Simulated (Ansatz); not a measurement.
**Ag: response to strain**

Aim: deform Ag (equal xx and yy strain of +3 %) and compute stress, forces and field gradients with LAPW, PAW and all-electron datasets made for the crystal.

Method: DFT LDA, scalar-relativistic, in Ansatz 0.2.0.

## Step 1: The system as given

Symmetry: Fm-3m, No. 225, cubic system. The conventional cell has a = 4.086 Å, b = 4.086 Å, c = 4.086 Å, α = 90.00°, β = 90.00°, γ = 90.00°. Around Ag (site symmetry m-3m) lie 12 Ag at 2.89 Å.

Coordinates:

```
CELL_PARAMETERS angstrom
0.00000 2.04310 2.04310
2.04310 0.00000 2.04310
2.04310 2.04310 0.00000
ATOMIC_POSITIONS crystal
Ag 0.00000 0.00000 0.00000
```

## Step 2: After the deformation

Space group Fm-3m before, I4/mmm after.

## Step 3: Full-potential LAPW

File input.yaml:

```yaml
crystal:
  lattice:
    - [0.0, 2.104393, 2.0431]
    - [2.104393, 0.0, 2.0431]
    - [2.104393, 2.104393, 0.0]
  atoms:
    - { symbol: Ag, position: [0.0, 0.0, 0.0] }
kpoints:
  mp_grid: { grid: [15, 15, 15] }
  band_path:
    path:
      - [0.0, 0.0, 0.0]
      - [0.0, 0.5, 0.5]
      - [0.25, 0.75, 0.5]
      - [0.0, 0.5, 0.0]
      - [0.0, 0.0, 0.0]
      - [0.5, 0.5, 0.0]
      - [0.3826125, 0.6173875, 0.0]
      - [-0.3826125, 0.3826125, 0.0]
      - [0.0, 0.0, 0.0]
    npoints: 5
scf:
  occupations: { method: fermi_dirac, width: 0.05 }
hamiltonian:
  xc: lda
  pseudopotentials: { kind: all_electron, lapw: { basis_error: 0.001 } }
output:
  forces: true
  stress: true
  eigenvalues: true
```

On the command line:

```
$ ansatz run input.yaml --threads 1 --pin off --max-ram 3072MiB --backend cpu --events-out ev --progress --plain --runs-dir out
```

## Step 4: PAW with frozen cores

File input.yaml:

```yaml
crystal:
  lattice:
    - [0.0, 2.104393, 2.0431]
    - [2.104393, 0.0, 2.0431]
    - [2.104393, 2.104393, 0.0]
  atoms:
    - { symbol: Ag, position: [0.0, 0.0, 0.0] }
kpoints:
  mp_grid: { grid: [15, 15, 15] }
scf:
  occupations: { method: fermi_dirac, width: 0.05 }
hamiltonian:
  xc: lda
  pseudopotentials: { kind: paw }
output:
  forces: true
  stress: true
  eigenvalues: true
  efg: { contact_densities: true }
```

## Step 5: Datasets made for this crystal

Changes to input.yaml since step 4:

```diff
@@ -13,3 +13,3 @@
   xc: lda
-  pseudopotentials: { kind: paw }
+  pseudopotentials: { kind: all_electron, datasets: crystal }
 output:
```

(Steps that only read results are left out.)

Q: Predict the outcome of this session. Wanted: pressure; largest shear or deviatoric stress.

The runs gave:

| quantity | value |
| --- | --- |
| pressure | LAPW -12.04, PAW -12.04, crystal datasets -12.04 GPa |
| largest shear or deviatoric stress (LAPW) | 0.05 GPa |

**Reading.** The largest part of the stress beyond the pressure is 0.05 GPa in size, in the zz component. No run of the undeformed cell stands beside it, so the pressure holds what the given cell had before the change. PAW: stress within 0.01 GPa of LAPW. Crystal datasets: stress within 0.01 GPa of LAPW.
